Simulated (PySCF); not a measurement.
**Gallium Cyanide (CGaN): geometry, NMR shifts, spin-spin couplings, electronic excitations and core binding energies**

Aim: predict the NMR shifts, spin-spin couplings, electronic excitations and core binding energies of Gallium Cyanide (CGaN) (`N#[C][Ga]`).

Programs: PySCF 2.14.0, with density-fitted response routines of our own. Each step states its level of theory. These are calculated values for one molecule in the gas phase, unless marked as measured. Atoms count from 0, in the outputs and in this text.

## Step 1: The starting structure

3 atoms, charge 0, multiplicity 1; geometry from: GFN2-xTB.

Bonds of the start (Å): N0–C1 1.16, C1–Ga2 2.13.

## Step 2: Relaxing the molecule at PBE0-D3(BJ)/def2-SVP

The job: settings as JSON, then the geometry in Å.

```
{"job": {"xc": "PBE0", "basis": "def2-SVP", "d3": "d3bj", "grid": 1, "kind": "geom"}, "charge": 0, "multiplicity": 1}
N     -1.165090    -0.805120    -0.005440
C     -0.265960    -0.072690    -0.022530
Ga     1.454010     1.183140     0.002860
```

The program printed:

```text
step   0  E = -2017.00629694  max force = 0.018195
step   1  E = -2017.00683548  max force = 0.001468
step   2  E = -2017.00685079  max force = 0.000474
step   3  E = -2017.00685252  max force = 0.000326
optimisation converged
```

It took 7.7 s on 1 thread, shared host.

The steps of the relaxation:

```
step  energy from step 0 (eV)  largest force component (eV/Å)
   0                   0.0000                          0.9356
   1                  -0.0147                          0.0755
   2                  -0.0151                          0.0244
   3                  -0.0151                          0.0168
```

Close pairs (by a distance rule), those that changed most:

```
  bond  before (Å)  after (Å)  change (Å)
C1–Ga2       2.130      2.076      -0.054
 N0–C1       1.160      1.165      +0.005
```

The next job starts from the end point, and lists it.

```
                         at the end point         value
  point group (found at 0.08 Å tolerance)           C∞v
rotational constants (GHz, main isotopes)  3.445, 3.445
                        dipole moment (D)          3.78
```

## Step 3: Nuclear shieldings: PBE0/pcSseg-1

The job: settings as JSON, then the geometry in Å.

```
{"job": {"kind": "nmr", "xc": "PBE0", "basis": "pcSseg-1"}, "charge": 0, "multiplicity": 1}
N     -1.151880    -0.799024    -0.007131
C     -0.247563    -0.064259    -0.020492
Ga     1.422403     1.168614     0.002513
```

Method: GIAO PBE0/pcSseg-1 NMR shielding, non-relativistic, gas phase.

The program printed:

```text
coarse grid: 4576 points
cycle   1  E = -2016.9989391919  dE = -4.206e-01  |g| = 9.281e-01  |ddm| = 1.857e+00
cycle   2  E = -2016.8141645339  dE =  1.848e-01  |g| = 1.290e+00  |ddm| = 1.389e+00
cycle   3  E = -2017.0484397365  dE = -2.343e-01  |g| = 4.240e-01  |ddm| = 9.296e-01
cycle   4  E = -2017.0864013752  dE = -3.796e-02  |g| = 7.186e-02  |ddm| = 2.265e-01
cycle   5  E = -2017.0872110731  dE = -8.097e-04  |g| = 1.110e-02  |ddm| = 6.263e-02
cycle   6  E = -2017.0872432950  dE = -3.222e-05  |g| = 3.251e-03  |ddm| = 1.169e-02
cycle   7  E = -2017.0872458207  dE = -2.526e-06  |g| = 3.326e-04  |ddm| = 4.093e-03
final grid: 35496 points
cycle   8  E = -2017.1121608196  dE = -4.284e-06  |g| = 2.883e-03  |ddm| = 1.000e-02
cycle   9  E = -2017.1121604134  dE =  4.062e-07  |g| = 3.013e-03  |ddm| = 4.448e-03
cycle  10  E = -2017.1121620280  dE = -1.615e-06  |g| = 1.192e-03  |ddm| = 2.405e-03
cycle  11  E = -2017.1121623339  dE = -3.059e-07  |g| = 2.026e-04  |ddm| = 6.996e-04
cycle  12  E = -2017.1121623418  dE = -7.885e-09  |g| = 3.718e-05  |ddm| = 1.233e-04
cycle  13  E = -2017.1121623419  dE = -1.705e-10  |g| = 5.076e-06  |ddm| = 2.732e-05
converged SCF energy = -2017.1121623419

GIAO shielding tensors (ppm)
atom      isotropic    diamagn.    paramagn.     s11        s22        s33       span
  0 N      -43.715     337.097    -380.812   -236.513   -236.247    341.616    578.128
  1 C       39.360     261.974    -222.614    -83.838    -83.764    285.681    369.519
  2 Ga    1642.197    2635.109    -992.911   1143.460   1144.178   2638.954   1495.494
```

Wall time 6.7 s (1 thread, shared host).

The references, computed at this level on geometries of the same kind, shield at (ppm): ¹³C TMS 184.4, ¹⁵N NH3 265.7, ⁷¹Ga GaH4- 1710. Their shielding less the atom's gives the shift. The references are single molecules in the gas phase, so shifts against H2O, NH3, PH3, H3PO4 or CFCl3 are not on the usual liquid scales and can be off by tens of ppm. Shifts against hydride references such as AlH4− lie on their own scale.

```
atoms       environment  σ (ppm)  δ (ppm)
   C1    nitrile carbon     39.4    145.0
   N0  nitrile nitrogen    -43.7    309.4
  Ga2    Ga bonded to C     1642       68
```

The run also stored atomic charges by several schemes (e):

```
atoms  Mulliken    IAO  Hirshfeld  ESP fit
   N0     -0.23  -0.21      -0.23    -0.56
   C1     -0.31  -0.19      -0.15     0.44
  Ga2      0.54   0.40       0.37     0.12
```

Mayer bond orders: N0–C1 2.90, C1–Ga2 0.64.

## Step 4: Indirect couplings: B3LYP/pcSseg-1+pcJ-1

The job: settings as JSON, then the geometry in Å.

```
{"job": {"kind": "j", "xc": "B3LYP", "basis": "pcJ-1"}, "charge": 0, "multiplicity": 1}
N     -1.151880    -0.799024    -0.007131
C     -0.247563    -0.064259    -0.020492
Ga     1.422403     1.168614     0.002513
```

Method: B3LYP/pcJ-1 Ga:pcSseg-1 indirect spin-spin coupling, non-relativistic, gas phase.

The program printed:

```text
coarse grid: 4576 points
cycle   1  E = -2017.4185042889  dE = -4.079e-01  |g| = 1.007e+00  |ddm| = 1.824e+00
cycle   2  E = -2017.1369724176  dE =  2.815e-01  |g| = 1.496e+00  |ddm| = 1.509e+00
cycle   3  E = -2017.4600607852  dE = -3.231e-01  |g| = 5.321e-01  |ddm| = 1.106e+00
cycle   4  E = -2017.5188792239  dE = -5.882e-02  |g| = 8.346e-02  |ddm| = 2.737e-01
cycle   5  E = -2017.5199737718  dE = -1.095e-03  |g| = 2.828e-02  |ddm| = 1.032e-01
cycle   6  E = -2017.5201887878  dE = -2.150e-04  |g| = 4.312e-03  |ddm| = 2.745e-02
cycle   7  E = -2017.5201923198  dE = -3.532e-06  |g| = 4.123e-04  |ddm| = 5.178e-03
final grid: 35496 points
cycle   8  E = -2017.5515738062  dE = -2.113e-05  |g| = 1.542e-03  |ddm| = 5.480e-03
cycle   9  E = -2017.5515737422  dE =  6.401e-08  |g| = 1.162e-03  |ddm| = 1.871e-03
cycle  10  E = -2017.5515739416  dE = -1.993e-07  |g| = 8.001e-04  |ddm| = 1.326e-03
cycle  11  E = -2017.5515740411  dE = -9.954e-08  |g| = 4.287e-04  |ddm| = 5.700e-04
cycle  12  E = -2017.5515740816  dE = -4.054e-08  |g| = 1.110e-05  |ddm| = 2.626e-04
cycle  13  E = -2017.5515740817  dE = -1.774e-11  |g| = 5.320e-06  |ddm| = 1.029e-05
converged SCF energy = -2017.5515740817

Indirect spin-spin couplings (Hz)
  i      j    bonds     total        FC       PSO       DSO        SD
  0 N    1 C    1     -7.552    -4.608     2.867     0.005    -5.816
```

It took 6 s on 1 thread, shared host.

Couplings of 1 Hz or more, nine at most for each number of bonds (isotopes 13C, 15N):

```
 pair  bonds  J (Hz)  Fermi contact (Hz)
N0–C1      1    -7.6                -4.6
```

The response was solved for the nuclei of C, N alone, so couplings that need other nuclei can be missing.

Quadrupole couplings from the field gradients of the same density:

```
atom  isotope  eQq/h (MHz)     η  measured (MHz)
 Ga2     69Ga       -119.0  0.00               –
  N0      14N       -5.689  0.00          -5.065
```

Measured: gas; W. C. Bailey, Calculation of NQCC in Gaseous State Molecules (compilation of microwave values).

## Step 5: TDDFT and polarisability: PBE0/def2-SVPD

The job: settings as JSON, then the geometry in Å.

```
{"job": {"kind": "uv", "xc": "PBE0", "basis": "def2-SVPD", "ip": true}, "charge": 0, "multiplicity": 1}
N     -1.151880    -0.799024    -0.007131
C     -0.247563    -0.064259    -0.020492
Ga     1.422403     1.168614     0.002513
```

Method: TDDFT PBE0/def2-SVPD, vertical, gas phase, core orbitals frozen in the response.

The program printed:

```text
coarse grid: 4576 points
cycle   1  E = -2016.9369815462  dE = -3.918e-01  |g| = 4.842e-01  |ddm| = 2.178e+00
cycle   2  E = -2016.7970427704  dE =  1.399e-01  |g| = 9.165e-01  |ddm| = 1.645e+00
cycle   3  E = -2016.9792953853  dE = -1.823e-01  |g| = 2.101e-01  |ddm| = 1.030e+00
cycle   4  E = -2016.9879611655  dE = -8.666e-03  |g| = 2.717e-02  |ddm| = 1.823e-01
cycle   5  E = -2016.9881160149  dE = -1.548e-04  |g| = 1.995e-03  |ddm| = 3.464e-02
cycle   6  E = -2016.9881165192  dE = -5.042e-07  |g| = 8.017e-04  |ddm| = 3.946e-03
final grid: 35496 points
cycle   7  E = -2017.0103623063  dE = -2.307e-06  |g| = 3.213e-03  |ddm| = 1.355e-02
cycle   8  E = -2017.0103601838  dE =  2.122e-06  |g| = 4.446e-03  |ddm| = 9.434e-03
cycle   9  E = -2017.0103645985  dE = -4.415e-06  |g| = 1.709e-03  |ddm| = 5.412e-03
cycle  10  E = -2017.0103652711  dE = -6.726e-07  |g| = 2.865e-05  |ddm| = 1.370e-03
cycle  11  E = -2017.0103652713  dE = -1.928e-10  |g| = 4.222e-06  |ddm| = 5.510e-05
converged SCF energy = -2017.0103652713

Static polarisability (au): isotropic 48.200, principal 40.463 40.467 63.669

Singlet excitations
state   eV       nm        f      main configurations
  1   4.0836    303.6   0.07680   H->L 0.98
  2   4.0847    303.5   0.07688   H->L+1 0.98
  3   5.4590    227.1   0.00001   H-1->L 0.49, H-2->L+1 0.48
  4   5.5734    222.5   0.00001   H-2->L 0.47, H-1->L+1 0.47
  5   5.5735    222.5   0.00001   H-2->L+1 0.47, H-1->L 0.46
  6   6.4259    192.9   0.08116   H-1->L+1 0.47, H-2->L 0.47
  7   6.6898    185.3   0.02519   H-3->L 0.98
  8   6.6908    185.3   0.02511   H-3->L+1 0.98
  9   7.0147    176.7   0.25687   H->L+2 0.97
 10   7.7056    160.9   0.10099   H->L+4 0.96

Triplet excitations (Tamm-Dancoff, eV): 2.7791 2.7798 4.8355 5.1214
Vertical ionisation energy (delta-SCF) = 9.9940 eV
Vertical electron affinity (delta-SCF) = 0.7113 eV
```

Run time: 15 s. Hardware: 1 thread, shared host.

The orbitals next to the gap, with their largest atomic shares:

```
orbital      eV                       atoms
 HOMO−3  -10.26  N0 69 %, C1 20 %, Ga2 12 %
 HOMO−2   -9.50   N0 52 %, C1 43 %, Ga2 4 %
 HOMO−1   -9.50   N0 52 %, C1 43 %, Ga2 4 %
   HOMO   -7.69  Ga2 71 %, C1 19 %, N0 10 %
   LUMO   -2.53   Ga2 77 %, C1 16 %, N0 7 %
 LUMO+1   -2.53   Ga2 77 %, C1 16 %, N0 7 %
 LUMO+2    0.34            Ga2 89 %, C1 9 %
```

With each of the 10 states as a Gaussian band of 0.4 eV half-width at 1/e, the curve within the window shown has maxima at 304 nm (ε 6,200), 178 nm (ε 12,000) L/(mol cm). Beyond the last state computed it falls off for lack of states. The curve at chosen wavelengths:

(nm, ε (L/mol/cm)): (155, 2352), (163, 4999), (171, 8704), (179, 12138), (187, 8722), (195, 4972), (203, 2086), (211, 546), (219, 92), (227, 12), (235, 3), (243, 10), (251, 63), (260, 326), (268, 977), (276, 2175), (284, 3766), (292, 5262), (300, 6124), (308, 6097), (316, 5313), (324, 4132), (332, 2916), (340, 1895), (348, 1148), (356, 655)

Ground-state properties from the same run:

```
           property  computed
  dipole moment (D)      4.10
polarisability (Å³)      7.14
 HOMO–LUMO gap (eV)      5.16
      −ε(HOMO) (eV)      7.69
```

## Step 6: Nuclear shieldings: wB97X-D/pcSseg-2

The job: settings as JSON, then the geometry in Å.

```
{"job": {"kind": "nmr", "xc": "wB97X-D", "basis": "pcSseg-2", "pop": false}, "charge": 0, "multiplicity": 1}
N     -1.151880    -0.799024    -0.007131
C     -0.247563    -0.064259    -0.020492
Ga     1.422403     1.168614     0.002513
```

Method: GIAO wB97X-D/pcSseg-2 NMR shielding, non-relativistic, gas phase.

The program printed:

```text
coarse grid: 4576 points
cycle   1  E = -2017.6972344977  dE = -4.925e-01  |g| = 1.041e+00  |ddm| = 1.406e+00
cycle   2  E = -2017.6134492550  dE =  8.379e-02  |g| = 1.331e+00  |ddm| = 8.295e-01
cycle   3  E = -2017.7907822832  dE = -1.773e-01  |g| = 1.410e-01  |ddm| = 4.771e-01
cycle   4  E = -2017.7936041337  dE = -2.822e-03  |g| = 8.973e-02  |ddm| = 8.649e-02
cycle   5  E = -2017.7949628209  dE = -1.359e-03  |g| = 9.025e-03  |ddm| = 3.892e-02
cycle   6  E = -2017.7949854440  dE = -2.262e-05  |g| = 2.720e-03  |ddm| = 1.210e-02
cycle   7  E = -2017.7949887483  dE = -3.304e-06  |g| = 3.781e-04  |ddm| = 4.961e-03
final grid: 35496 points
cycle   8  E = -2017.7931500661  dE = -6.723e-05  |g| = 1.127e-02  |ddm| = 3.408e-02
cycle   9  E = -2017.7931435065  dE =  6.560e-06  |g| = 1.377e-02  |ddm| = 6.338e-03
cycle  10  E = -2017.7931576165  dE = -1.411e-05  |g| = 1.345e-03  |ddm| = 3.950e-03
cycle  11  E = -2017.7931578130  dE = -1.965e-07  |g| = 8.352e-04  |ddm| = 9.128e-04
cycle  12  E = -2017.7931579440  dE = -1.311e-07  |g| = 1.236e-04  |ddm| = 3.634e-04
cycle  13  E = -2017.7931579475  dE = -3.472e-09  |g| = 3.370e-05  |ddm| = 1.337e-04
cycle  14  E = -2017.7931579479  dE = -4.270e-10  |g| = 4.423e-06  |ddm| = 7.412e-05
converged SCF energy = -2017.7931579479

GIAO shielding tensors (ppm)
atom      isotropic    diamagn.    paramagn.     s11        s22        s33       span
  0 N      -42.284     331.243    -373.527   -234.454   -234.220    341.821    576.274
  1 C       34.992     259.704    -224.712    -90.353    -90.294    285.624    375.977
  2 Ga    1627.533    2637.070   -1009.537   1121.335   1122.047   2639.218   1517.883
```

Run time: 13 s. Hardware: 1 thread, shared host.

This run: δ C1 149.4, N0 302.3, Ga2 84 ppm.

## Step 7: Core holes by ΔSCF: SCAN, X2C

The job: settings as JSON, then the geometry in Å.

```
{"job": {"kind": "xps"}, "charge": 0, "multiplicity": 1}
N     -1.151880    -0.799024    -0.007131
C     -0.247563    -0.064259    -0.020492
Ga     1.422403     1.168614     0.002513
```

With the program's defaults for keys left out, this is: delta-SCF UKS SCAN, pcX-2 on the ionised atom, pcseg-1 elsewhere, spin-free X2C.

The program printed:

```text
ground state, core basis on atom 0 (N), 86 functions
  cycle   1  E = -2032.50338738  |g| = 3.83e-01
  cycle   2  E = -2032.14816174  |g| = 1.16e+00
  cycle   3  E = -2032.54352452  |g| = 1.39e-01
  cycle   4  E = -2032.54643023  |g| = 8.08e-02
  cycle   5  E = -2032.54808927  |g| = 6.12e-03
  cycle   6  E = -2032.54809898  |g| = 1.78e-03
  cycle   7  E = -2032.54810108  |g| = 3.73e-04
  E(ground) = -2032.80581406 Eh
hole in N 1s of atom 0
  cycle   1  E = -2016.96606507  |g| = 1.84e+00
  cycle   2  E = -2015.15444517  |g| = 2.31e+00
  cycle   3  E = -2017.33224789  |g| = 8.10e-01
  cycle   4  E = -2017.60357878  |g| = 4.01e-01
  cycle   5  E = -2017.63491779  |g| = 2.75e-01
  cycle   6  E = -2017.67052508  |g| = 2.20e-02
  cycle   7  E = -2017.67106286  |g| = 9.65e-03
  cycle   8  E = -2017.67124360  |g| = 5.08e-03
  cycle   9  E = -2017.67130288  |g| = 2.13e-03
  cycle  10  E = -2017.67131025  |g| = 5.37e-04
  cycle  11  E = -2017.67131056  |g| = 2.52e-04
  E(ion) = -2017.92856749 Eh   <S^2> = 0.8271   hole on atom = 1.000   binding energy = 404.830 eV
ground state, core basis on atom 1 (C), 86 functions
  cycle   1  E = -2032.53843091  |g| = 5.90e-02
  cycle   2  E = -2032.53774311  |g| = 5.87e-02
  cycle   3  E = -2032.53744944  |g| = 6.77e-02
  cycle   4  E = -2032.53852755  |g| = 4.39e-03
  cycle   5  E = -2032.53853468  |g| = 5.60e-04
  cycle   6  E = -2032.53853442  |g| = 7.06e-05
  E(ground) = -2032.79925608 Eh
hole in C 1s of atom 1
  cycle   1  E = -2021.29341599  |g| = 1.49e+00
  cycle   2  E = -2020.06751424  |g| = 2.10e+00
  cycle   3  E = -2021.20621005  |g| = 1.23e+00
  cycle   4  E = -2021.83420095  |g| = 1.74e-01
  cycle   5  E = -2021.84845978  |g| = 3.69e-02
  cycle   6  E = -2021.84936951  |g| = 1.10e-02
  cycle   7  E = -2021.84960961  |g| = 6.83e-03
  cycle   8  E = -2021.84976900  |g| = 3.66e-03
  cycle   9  E = -2021.84982344  |g| = 1.27e-03
  cycle  10  E = -2021.84982365  |g| = 4.16e-04
  E(ion) = -2022.10883957 Eh   <S^2> = 0.8331   hole on atom = 1.000   binding energy = 290.901 eV
```

It took 4.1 s on 1 thread, shared host.

Binding energies by hole, beside the orbital energy of the ground state; the difference holds orbital relaxation and, for a density functional, its self-interaction error:

```
     hole  stands for       environment  ΔSCF (eV)  −ε (eV)   ⟨S²⟩
N1s on N0          N0  nitrile nitrogen     404.83    385.8  0.827
C1s on C1          C1    nitrile carbon     290.90    273.6  0.833
```

## Step 8: Run by run: NMR shifts

Shifts (ppm), with basis size and wall time:

```
             run     C1     N0  Ga2  functions   time
   PBE0/pcSseg-1  145.0  309.4   68         75  6.7 s
wB97X-D/pcSseg-2  149.4  302.3   84        135   13 s
```

## Step 9: Summary of results

| quantity | value |
| --- | --- |
| point group | C∞v |
| rotational constants (main isotopes) | 3.45, 3.45 GHz |
| ¹³C shifts against TMS (PBE0/pcSseg-1) | 145.0 ppm |
| ¹⁵N shifts against NH3 (PBE0/pcSseg-1) | 309.4 ppm |
| ⁷¹Ga shifts against GaH4- (PBE0/pcSseg-1) | 68 ppm |
| largest coupling of the table (B3LYP/pcSseg-1+pcJ-1) | ¹J(N,C) N0–C1, -7.6 Hz |
| lowest singlet (PBE0/def2-SVPD) | 4.08 eV (304 nm), f = 0.077 |
| brightest single state of those computed | state 9, 7.01 eV, f = 0.257 |
| lowest triplet | 2.78 eV |
| vertical ionisation energy (ΔSCF) | 9.99 eV |
| vertical electron affinity (ΔSCF) | 0.71 eV |
| N1s binding energies, SCAN/pcX-2 | N0 404.83 eV |
| C1s binding energies, SCAN/pcX-2 | C1 290.90 eV |
| range of the shift of Ga2 | 68 to 84 ppm |

The optimisation took 3 steps and gained 0.015 eV; among the close pairs (by a distance rule), C1–Ga2 changed most, from 2.130 to 2.076 Å. At PBE0/pcSseg-1: The widest tensor belongs to Ga2: span 1495 ppm, with a paramagnetic part of -993 ppm. In the run at B3LYP/pcSseg-1+pcJ-1, the largest coupling of the table is N0–C1, -7.6 Hz, of which the Fermi-contact term gives -4.6 Hz. The lowest singlet, at 4.08 eV, is HOMO→LUMO 0.98 and is bright; of the 10 states computed, the strongest absorption comes from state 9 at 7.01 eV. The lowest triplet lies 1.30 eV below the lowest singlet (triplets in Tamm-Dancoff, singlets in full TDDFT). ΔSCF puts the ionisation energy at 9.99 eV, 2.31 eV above −ε(HOMO). In ppm, Ga2 moves most: its shift spreads over 16 ppm, from 68 (PBE0/pcSseg-1) to 84 (wB97X-D/pcSseg-2). Spin-orbit coupling is left out, which matters for shieldings and couplings at and beside the heavy atoms.
